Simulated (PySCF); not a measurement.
# C2H8BNO: the cost of one run

Computed with PySCF 2.14.0, with density-fitted response routines of our own, on a single molecule in the gas phase. Atoms are numbered from 0 throughout.

## 1. The molecule as given

13 atoms, charge 0, multiplicity 1; geometry from: PBE0-D3(BJ)/def2-SVP.

Bonds of the start (Å): C0–N1 1.43, N1–B2 1.41, B2–C3 1.59, B2–O4 1.38, C0–H5 1.10, C0–H6 1.11, C0–H7 1.11, N1–H8 1.01, C3–H9 1.10, C3–H10 1.10, C3–H11 1.10, O4–H12 0.96.

## 2. TDDFT and polarisability: PBE0/def2-TZVP

What the job is given:

```
{"job": {"kind": "uv", "xc": "PBE0", "basis": "def2-TZVP"}, "charge": 0, "multiplicity": 1}
C      1.589647    -0.863757    -0.187318
N      1.001297     0.427921     0.020085
B     -0.363774     0.761692     0.124361
C     -1.510633    -0.329964     0.010747
O     -0.634884     2.096494     0.329960
H      0.803798    -1.625900    -0.281617
H      2.197074    -0.909264    -1.109541
H      2.242059    -1.173086     0.649651
H      1.662241     1.191782     0.107126
H     -1.414532    -1.096597     0.797233
H     -1.462660    -0.861250    -0.954165
H     -2.521693     0.098866     0.095555
H     -1.576492     2.267992     0.392981
```

With the program's defaults for keys left out, this is: TDDFT PBE0/def2-TZVP, vertical, gas phase, core orbitals frozen in the response.

Command:

```
$ OMP_NUM_THREADS=1 python probes_run.py task.json out
```

The driver reads the jobs from task.json and runs them one after another.

Q: Estimate the wall time and peak memory of this first job on 1 thread of Arm Neoverse V1, shared host.

About 27 s, with a peak of 0.78 GiB.
